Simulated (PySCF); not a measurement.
# C4H4F2O: the cost of one run

Programs: PySCF 2.14.0, with routines of our own; each step states its level. All values are computed. Atoms count from 0.

## 1. The starting structure

11 atoms, charge 0, multiplicity 1; geometry from: GFN2-xTB.

## 2. Magnetic properties: GIAO BHandHLYP/pcSseg-1

The job: settings as JSON, then the geometry in Å.

```
{"job": {"kind": "mag", "xc": "BHandHLYP", "basis": "pcSseg-1", "isotopologues": 2}, "charge": 0, "multiplicity": 1}
C     -1.295836     0.159557     0.267214
C      0.164642     0.057091    -0.039515
C      0.911141     1.142953    -0.260733
F      2.205126     1.104984    -0.539729
C      0.770751    -1.281167    -0.094483
O      1.886981    -1.610384    -0.295702
F     -0.172180    -2.248469     0.134120
H     -1.614192     1.197452     0.280468
H     -1.507486    -0.291922     1.235146
H     -1.873149    -0.383243    -0.479539
H      0.529627     2.155818    -0.233212
```

With the program's defaults for keys left out, this is: GIAO BHandHLYP/pcSseg-1 magnetisability, rotational g tensor and spin-rotation constants, non-relativistic, gas phase.

Started as:

```console
> OMP_NUM_THREADS=1 python excited_run.py task.json out
```

The driver reads the jobs from task.json and runs them one after another.

Q: Estimate the wall time and peak memory of this first job on 1 thread of Arm Neoverse N1, shared host.

About 22 s, with a peak of 0.7 GiB.
